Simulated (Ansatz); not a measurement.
# CH6ClNSi: a ladder of functionals and wavefunction methods

Aim: compute CH6ClNSi with functionals from several rungs and with coupled cluster. The yardstick is the atomisation energy at the CCSD(T) limit.

Computed with Ansatz 0.2.0, Gaussian basis. Level: functionals in def2-TZVPP, the program's frozen cores in correlated methods.

The runs, in order: PBE-D4, r2SCAN-D4, PBE0-D4, B3LYP-D4, ωB97X-V, ωB97M-V, B2PLYP; CCSD(T)/def2-TZVPP; CCSD(T)/def2-QZVPP; extrapolation to the limit.

## 1. Structure used throughout

All runs share one geometry, relaxed beforehand with PBE0-D4 in a triple-zeta def2 set.

SMILES `CN[SiH2]Cl`, 10 atoms, charge 0, spin multiplicity 1.

Atoms are counted from 1 here; the program's logs count them from 0.

Bond lengths: C1–N2 1.449 Å, C1–H5 1.096 Å, C1–H6 1.093 Å, C1–H7 1.093 Å, N2–Si3 1.697 Å, N2–H8 1.008 Å, Si3–Cl4 2.075 Å, Si3–H9 1.479 Å, Si3–H10 1.479 Å. Angles: N2–C1–H5 113.1°, N2–C1–H6 110.8°, N2–C1–H7 109.4°, H5–C1–H6 108.4°, H5–C1–H7 107.5°, H6–C1–H7 107.3°, C1–N2–Si3 123.9°, C1–N2–H8 113.7°, Si3–N2–H8 117.7°, N2–Si3–Cl4 114.9°, N2–Si3–H9 108.1°, N2–Si3–H10 108.8°, Cl4–Si3–H9 106.4°, Cl4–Si3–H10 105.0°, H9–Si3–H10 113.8°.

Geometry (Å):

```xyz
10

C    -0.2927    1.2506    0.5880
N    -0.4116    0.2664   -0.4694
Si    0.5089   -1.1574   -0.5457
Cl    0.0545   -2.5684    0.9059
H    -0.9578    1.0534    1.4364
H    -0.5035    2.2544    0.2097
H     0.7320    1.2548    0.9669
H    -1.3121    0.2668   -0.9230
H     0.2515   -1.8029   -1.8510
H     1.9307   -0.8177   -0.3178
```

## 2. PBE-D4 (GGA)

File in.yaml:

```yaml
crystal:
  periodic: [false, false, false]
  atoms:
    - {symbol: C, position_ang: [-0.292692, 1.250610, 0.587978]}
    - {symbol: N, position_ang: [-0.411632, 0.266403, -0.469445]}
    - {symbol: Si, position_ang: [0.508899, -1.157391, -0.545658]}
    - {symbol: Cl, position_ang: [0.054524, -2.568360, 0.905893]}
    - {symbol: H, position_ang: [-0.957752, 1.053359, 1.436390]}
    - {symbol: H, position_ang: [-0.503451, 2.254396, 0.209659]}
    - {symbol: H, position_ang: [0.732037, 1.254764, 0.966919]}
    - {symbol: H, position_ang: [-1.312110, 0.266794, -0.922963]}
    - {symbol: H, position_ang: [0.251474, -1.802852, -1.851003]}
    - {symbol: H, position_ang: [1.930714, -0.817723, -0.317768]}
basis:
  gaussian: {orbitals: def2-TZVPP}
hamiltonian: {xc: pbe, dispersion: d4}
output: {forces: true, orbitals: {seedname: orbitals}}
```

On the command line:

```bash
ansatz run in.yaml --threads 2 --pin off --events-out ev --progress --plain --max-ram 32768MiB --backend cpu
```

The runs that follow: r2SCAN-D4 (meta-GGA); PBE0-D4 (hybrid); B3LYP-D4 (hybrid); ωB97X-V (range-separated); ωB97M-V (range-separated); B2PLYP (double hybrid); CCSD(T) in def2-TZVPP; CCSD(T) in def2-QZVPP.

Q: Predict the results of all the runs planned. Wanted: atomisation energy, CCSD(T)/CBS; farthest; mean size of error, hybrid; mean size of error, range-separated; gap, smallest and largest; T1 diagnostic; triples share of the correlation energy.

**Answer**, as computed:

| quantity | value |
| --- | --- |
| atomisation energy, CCSD(T)/CBS | 3451.7 kJ/mol |
| functionals within 17.3 kJ/mol (0.5 %) | r2SCAN-D4, PBE0-D4, B3LYP-D4, ωB97X-V, ωB97M-V |
| farthest | B2PLYP (-44.2 kJ/mol) |
| mean size of error, hybrid | 7.4 kJ/mol |
| mean size of error, range-separated | 13.9 kJ/mol |
| gap, smallest and largest | 5.67 eV (PBE-D4), 12.25 eV (ωB97X-V) |
| T1 diagnostic | 0.0096 |
| triples share of the correlation energy | 3.7 % |

**Reading.** PBE-D4 is off by +28.5 kJ/mol. Double hybrids carry the basis error of their MP2 part in triple zeta, and no dispersion term here, so their miss is partly the set-up's. The reference freezes the cores and leaves out relativity and excitations past (T), so misses under about 17.3 kJ/mol can't be ranked. Hartree-Fock recovers 73 % of the binding; the rest is correlation. The gap grows from 5.7 to 12.2 eV across the functionals, mostly with the share of exact exchange.
